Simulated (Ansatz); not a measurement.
# Molecular dynamics of Na

The input (input.yaml):

```yaml
accuracy: low
crystal:
  lattice:
    - [8.73309, 0.0, 0.0]
    - [0.0, 8.73309, 0.0]
    - [0.0, 0.0, 8.73309]
  atoms:
    - { symbol: Na, position: [0.0, 0.0, 0.0] }
    - { symbol: Na, position: [0.5, 0.0, 0.0] }
    - { symbol: Na, position: [0.0, 0.5, 0.0] }
    - { symbol: Na, position: [0.0, 0.0, 0.5] }
    - { symbol: Na, position: [0.25, 0.25, 0.25] }
    - { symbol: Na, position: [0.5, 0.5, 0.0] }
    - { symbol: Na, position: [0.5, 0.0, 0.5] }
    - { symbol: Na, position: [0.75, 0.25, 0.25] }
    - { symbol: Na, position: [0.0, 0.5, 0.5] }
    - { symbol: Na, position: [0.25, 0.75, 0.25] }
    - { symbol: Na, position: [0.25, 0.25, 0.75] }
    - { symbol: Na, position: [0.5, 0.5, 0.5] }
    - { symbol: Na, position: [0.75, 0.75, 0.25] }
    - { symbol: Na, position: [0.75, 0.25, 0.75] }
    - { symbol: Na, position: [0.25, 0.75, 0.75] }
    - { symbol: Na, position: [0.75, 0.75, 0.75] }
basis:
  ecutwfc: 420.0
kpoints:
  mp_grid: { grid: [1, 1, 1] }
hamiltonian:
  xc: pbesol
scf:
  occupations: { method: fermi_dirac, width: 0.11 }
  lower_state_search: "off"
md:
  timestep: 2
  n_steps: 250
  ensemble: nvt_langevin
  temperature: 1300.0
  initial_velocities: maxwell_boltzmann
  seed: 817942
  friction: 0.02
```

Launched with:

```bash
$ ansatz run input.yaml --threads 1 --pin off --max-ram 3072MiB --backend cpu --events-out ev --progress --plain --runs-dir out
```

It starts from a structure without forces on its atoms.

Output, in part (step lines):

```
md step     0: t =     0.00 fs  T =  1218.8 K  F+E_penalty+E_count = -23612.23122242 eV  E_kin = 2.520570 eV  (6 SCF iters)
md step     1: t =     2.00 fs  T =  1232.4 K  F+E_penalty+E_count = -23612.22934271 eV  E_kin = 2.548789 eV  (6 SCF iters)
md step     2: t =     4.00 fs  T =  1240.4 K  F+E_penalty+E_count = -23612.22415730 eV  E_kin = 2.565389 eV  (6 SCF iters)
md step     3: t =     6.00 fs  T =  1288.7 K  F+E_penalty+E_count = -23612.21624904 eV  E_kin = 2.665135 eV  (6 SCF iters)
md step     4: t =     8.00 fs  T =  1310.2 K  F+E_penalty+E_count = -23612.20594912 eV  E_kin = 2.709624 eV  (6 SCF iters)
md step     5: t =    10.00 fs  T =  1246.6 K  F+E_penalty+E_count = -23612.19355021 eV  E_kin = 2.578271 eV  (5 SCF iters)
md step     6: t =    12.00 fs  T =  1313.1 K  F+E_penalty+E_count = -23612.17920790 eV  E_kin = 2.715655 eV  (5 SCF iters)
md step     7: t =    14.00 fs  T =  1348.2 K  F+E_penalty+E_count = -23612.16322708 eV  E_kin = 2.788211 eV  (5 SCF iters)
[... lines left out ...]
md step   249: t =   498.00 fs  T =  1013.6 K  F+E_penalty+E_count = -23609.86035665 eV  E_kin = 2.096191 eV  (5 SCF iters)
md step   250: t =   500.00 fs  T =  1012.3 K  F+E_penalty+E_count = -23609.87444426 eV  E_kin = 2.093503 eV  (6 SCF iters)
```

The steps, from the saved trajectory:

```
time (fs)  T (K)  potential energy less start (eV)
      0.0   1219                             0.000
     16.0   1353                             0.085
     32.0   1178                             0.270
     48.0    924                             0.456
     64.0    957                             0.705
     80.0   1124                             1.004
     96.0   1110                             1.537
    112.0    989                             2.071
    128.0   1121                             2.243
    144.0    697                             2.284
    160.0    892                             2.309
    176.0   1067                             2.292
    192.0   1097                             2.166
    208.0   1144                             2.154
    224.0   1230                             2.276
    240.0   1171                             2.375
    256.0   1375                             2.638
    272.0   1415                             2.977
    288.0   1064                             3.172
    304.0   1013                             3.071
    320.0   1287                             2.795
    336.0   1166                             2.705
    352.0   1070                             2.838
    368.0    885                             2.867
    384.0   1362                             2.772
    400.0   1021                             2.729
    416.0   1380                             2.845
    432.0   1030                             3.121
    448.0    981                             3.149
    464.0    982                             2.910
    480.0   1168                             2.562
    496.0    945                             2.380
```

All steps were run. The mean temperature of the second half is 13 % below the set value. A run of 0.5 ps of so small a system gives no equilibrium averages. Limits of this set-up: coarse k mesh, low accuracy level.

Mean squared displacements from the first frame to the last, about the centre of mass: Na 1.72 Å².

Last frame:

```xyz
16
Lattice="8.7331 0.0000 0.0000 0.0000 8.7331 0.0000 0.0000 0.0000 8.7331" Properties=species:S:1:pos:R:3
Na -0.837 -0.409 -0.665
Na 4.453 1.705 0.216
Na -1.400 3.437 0.163
Na 0.688 -0.300 4.805
Na 1.680 1.587 1.275
Na 4.593 4.662 -0.135
Na 4.412 -0.067 3.819
Na 7.452 1.010 2.529
Na 1.720 5.253 3.580
Na 0.267 6.855 1.895
Na 1.689 2.465 6.077
Na 4.740 4.309 3.975
Na 5.317 7.476 0.995
Na 6.183 1.816 6.054
Na 2.010 7.309 7.793
Na 7.204 5.809 6.130
```

The run took 13 min on 1 thread of Arm Neoverse V1, with other jobs on the host, peak memory 0.54 GiB.
